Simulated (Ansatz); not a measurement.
# C10H21AuS: the cost of one run

Computed with Ansatz 0.2.0, Gaussian basis. Level: r2SCAN/def2-SVP with D4 dispersion.

6 further runs of the same task are left out: 4 that didn't finish, 2 set aside as unsound or not needed. Runs told in other sessions of the task aren't counted.

## (1) The relaxed structure

The structure was relaxed beforehand with PBE-D4/def2-SVP. Au takes the def2 core potential; no spin-orbit term is included.

33 atoms, charge 0, spin multiplicity 1.

Atoms are counted from 1 here; the program's logs count them from 0.

Bond lengths: C1–C2 1.530 Å, C1–H13 1.109 Å, C1–H14 1.111 Å, C1–H15 1.111 Å, C2–C3 1.533 Å, C2–H16 1.113 Å, C2–H17 1.113 Å, C3–C4 1.531 Å, C3–H18 1.114 Å, C3–H19 1.114 Å, C4–C5 1.532 Å, C4–H20 1.114 Å, C4–H21 1.114 Å, C5–C6 1.532 Å, C5–H22 1.114 Å, C5–H23 1.114 Å, C6–C7 1.533 Å, C6–H24 1.113 Å and more. Angles: C2–C1–H13 111.8°, C2–C1–H14 111.3°, C2–C1–H15 111.3°, H13–C1–H14 107.5°, H13–C1–H15 107.5°, H14–C1–H15 107.2°, C1–C2–C3 113.5°, C1–C2–H16 109.7°, C1–C2–H17 109.7°, C3–C2–H16 109.1°, C3–C2–H17 109.1°, H16–C2–H17 105.5°, C2–C3–C4 113.9°, C2–C3–H18 109.3°, C2–C3–H19 109.3°, C4–C3–H18 109.3°, C4–C3–H19 109.3°, H18–C3–H19 105.5° and more.

## (2) Dynamics

in.yaml

```yaml
crystal:
  periodic: [false, false, false]
  atoms:
    - {symbol: C, position_ang: [-5.591986, -0.202375, 1.310165]}
    - {symbol: C, position_ang: [-4.088512, -0.259400, 1.589536]}
    - {symbol: C, position_ang: [-3.226751, 0.144193, 0.388133]}
    - {symbol: C, position_ang: [-1.720313, 0.091840, 0.659042]}
    - {symbol: C, position_ang: [-0.857166, 0.495305, -0.540326]}
    - {symbol: C, position_ang: [0.648187, 0.433987, -0.263174]}
    - {symbol: C, position_ang: [1.514639, 0.811030, -1.470745]}
    - {symbol: C, position_ang: [3.025392, 0.832774, -1.194332]}
    - {symbol: C, position_ang: [3.609399, -0.531448, -0.805909]}
    - {symbol: C, position_ang: [5.112818, -0.487140, -0.539663]}
    - {symbol: S, position_ang: [5.891606, -2.092224, -0.115764]}
    - {symbol: Au, position_ang: [4.782593, -2.716262, 1.769283]}
    - {symbol: H, position_ang: [-6.187530, -0.499649, 2.197177]}
    - {symbol: H, position_ang: [-5.909839, 0.821911, 1.021904]}
    - {symbol: H, position_ang: [-5.873066, -0.879803, 0.476296]}
    - {symbol: H, position_ang: [-3.842445, 0.400215, 2.451985]}
    - {symbol: H, position_ang: [-3.806003, -1.287110, 1.911213]}
    - {symbol: H, position_ang: [-3.468397, -0.516391, -0.476044]}
    - {symbol: H, position_ang: [-3.507175, 1.172513, 0.063333]}
    - {symbol: H, position_ang: [-1.478796, 0.750819, 1.524308]}
    - {symbol: H, position_ang: [-1.440503, -0.937017, 0.982307]}
    - {symbol: H, position_ang: [-1.132611, 1.524885, -0.864606]}
    - {symbol: H, position_ang: [-1.098370, -0.163756, -1.405449]}
    - {symbol: H, position_ang: [0.905746, -0.591578, 0.082936]}
    - {symbol: H, position_ang: [0.894010, 1.108249, 0.589466]}
    - {symbol: H, position_ang: [1.202163, 1.813562, -1.838075]}
    - {symbol: H, position_ang: [1.304281, 0.105775, -2.306891]}
    - {symbol: H, position_ang: [3.238982, 1.566903, -0.383985]}
    - {symbol: H, position_ang: [3.554318, 1.214554, -2.095612]}
    - {symbol: H, position_ang: [3.113226, -0.913633, 0.114016]}
    - {symbol: H, position_ang: [3.398370, -1.281768, -1.598886]}
    - {symbol: H, position_ang: [5.668404, -0.199560, -1.462521]}
    - {symbol: H, position_ang: [5.365349, 0.270588, 0.230865]}
basis:
  gaussian: {orbitals: def2-SVP}
hamiltonian: {xc: {name: r2SCAN}, dispersion: d4}
md: {timestep: 2 fs, n_steps: 12, ensemble: nve, temperature: 1500, initial_velocities: maxwell_boltzmann, seed: 727}
scf: {omitted_lower_state_checks: [starts]}
```

On the command line:

```
$ ansatz run in.yaml --threads 4 --pin off --events-out ev --progress --plain --max-ram 6963MiB
```

What time and memory should one allow on 4 threads of Arm Neoverse V2, shared host?

About 3.1 min, with a peak of 0.66 GiB.
